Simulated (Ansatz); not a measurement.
# C4H12BN: the cost of one run

Program: Ansatz 0.2.0. Level of theory: the levels named in each step. These are calculated values, not measurements.

## 1. The starting structure

Bond lengths (14 of 18 bonds, heavy atoms first): B1–N2 1.633 Å, N2–C3 1.461 Å, C3–C4 1.534 Å, C4–C5 1.541 Å, N2–C6 1.461 Å, C5–C6 1.534 Å, B1–H7 1.192 Å, B1–H8 1.194 Å, B1–H9 1.193 Å, N2–H10 1.016 Å, C3–H11 1.091 Å, C3–H12 1.089 Å, C4–H13 1.088 Å, C4–H14 1.090 Å. Angles (14 of 36 angles, heavy atoms first): B1–N2–C3 115.0°, B1–N2–C6 115.0°, C3–N2–C6 103.7°, N2–C3–C4 105.3°, C3–C4–C5 104.3°, C4–C5–C6 104.3°, N2–C6–C5 105.3°, B1–N2–H10 105.0°, C3–N2–H10 109.0°, C6–N2–H10 109.0°, N2–B1–H7 105.7°, N2–B1–H8 105.6°, N2–B1–H9 106.3°, N2–C3–H11 107.2°.

As a file:

```xyz
18

B     2.2856   -0.3651    0.0258
N     0.6612   -0.4301   -0.1244
C    -0.0818   -0.2796    1.1240
C    -1.5358   -0.0334    0.7024
C    -1.4262    0.5479   -0.7204
C     0.0818    0.5876   -0.9981
H     2.7185   -0.5127   -1.0752
H     2.5772   -1.2618    0.7581
H     2.5360    0.7065    0.4860
H     0.4699   -1.3488   -0.5142
H     0.3296    0.5884    1.6425
H     0.0480   -1.1536    1.7600
H    -2.0346    0.6501    1.3865
H    -2.0998   -0.9666    0.6949
H    -1.9353   -0.0945   -1.4394
H    -1.8667    1.5403   -0.7921
H     0.5105    1.5476   -0.7050
H     0.3407    0.3985   -2.0386
```

## 2. A rough first relaxation, PBE-D4/def2-SVP

This run stands in another session on the same molecule. It ended at:

```xyz
18

B     2.2980   -0.3649    0.0282
N     0.6792   -0.4329   -0.1244
C    -0.0946   -0.2897    1.1423
C    -1.5496   -0.0317    0.7113
C    -1.4387    0.5561   -0.7272
C     0.0721    0.5937   -1.0196
H     2.7504   -0.5134   -1.1100
H     2.6042   -1.2888    0.7863
H     2.5377    0.7508    0.5028
H     0.4671   -1.3625   -0.5206
H     0.3479    0.5791    1.6690
H     0.0629   -1.1819    1.7757
H    -2.0582    0.6558    1.4142
H    -2.1359   -0.9727    0.7073
H    -1.9691   -0.0882   -1.4571
H    -1.8866    1.5650   -0.8107
H     0.5327    1.5583   -0.7275
H     0.3592    0.3883   -2.0672
```

## 3. Relaxation, PBE0-D4/def2-TZVP

input.yaml reads:

```yaml
crystal:
  periodic: [false, false, false]
  atoms:
    - { symbol: B, position_ang: [2.29803641, -0.36489969, 0.02816929] }
    - { symbol: "N", position_ang: [0.67922863, -0.4328809, -0.12441507] }
    - { symbol: C, position_ang: [-0.09455335, -0.28969518, 1.14230167] }
    - { symbol: C, position_ang: [-1.54957271, -0.03174364, 0.71128251] }
    - { symbol: C, position_ang: [-1.43865916, 0.55606935, -0.72721362] }
    - { symbol: C, position_ang: [0.07213743, 0.59367756, -1.01962857] }
    - { symbol: H, position_ang: [2.75038714, -0.51344771, -1.10999809] }
    - { symbol: H, position_ang: [2.60420931, -1.28877, 0.78635] }
    - { symbol: H, position_ang: [2.53772114, 0.75082807, 0.5028079] }
    - { symbol: H, position_ang: [0.46705693, -1.36245176, -0.5205945] }
    - { symbol: H, position_ang: [0.34786564, 0.57912423, 1.66897239] }
    - { symbol: H, position_ang: [0.06288132, -1.18189274, 1.77574827] }
    - { symbol: H, position_ang: [-2.05823726, 0.65578493, 1.41423683] }
    - { symbol: H, position_ang: [-2.13592639, -0.97270342, 0.7073468] }
    - { symbol: H, position_ang: [-1.96908265, -0.08819911, -1.45714636] }
    - { symbol: H, position_ang: [-1.88664338, 1.56499018, -0.81068684] }
    - { symbol: H, position_ang: [0.53266337, 1.55833391, -0.72753714] }
    - { symbol: H, position_ang: [0.35917758, 0.38834591, -2.06724547] }
basis:
  gaussian: { orbitals: def2-TZVP }
hamiltonian:
  xc: pbe0
  dispersion: d4
relax:
  f_tol: 0.004
  max_steps: 150
```

The run is started by

```bash
$ ansatz run input.yaml --threads 4 --pin off --max-ram 10240MiB --backend cpu --events-out ev --progress --plain --runs-dir out
```

What time and memory should one allow on 4 threads of Intel Xeon at 2.50GHz (Skylake/Cascade Lake), shared host?

About 84 s, with a peak of 0.85 GiB.
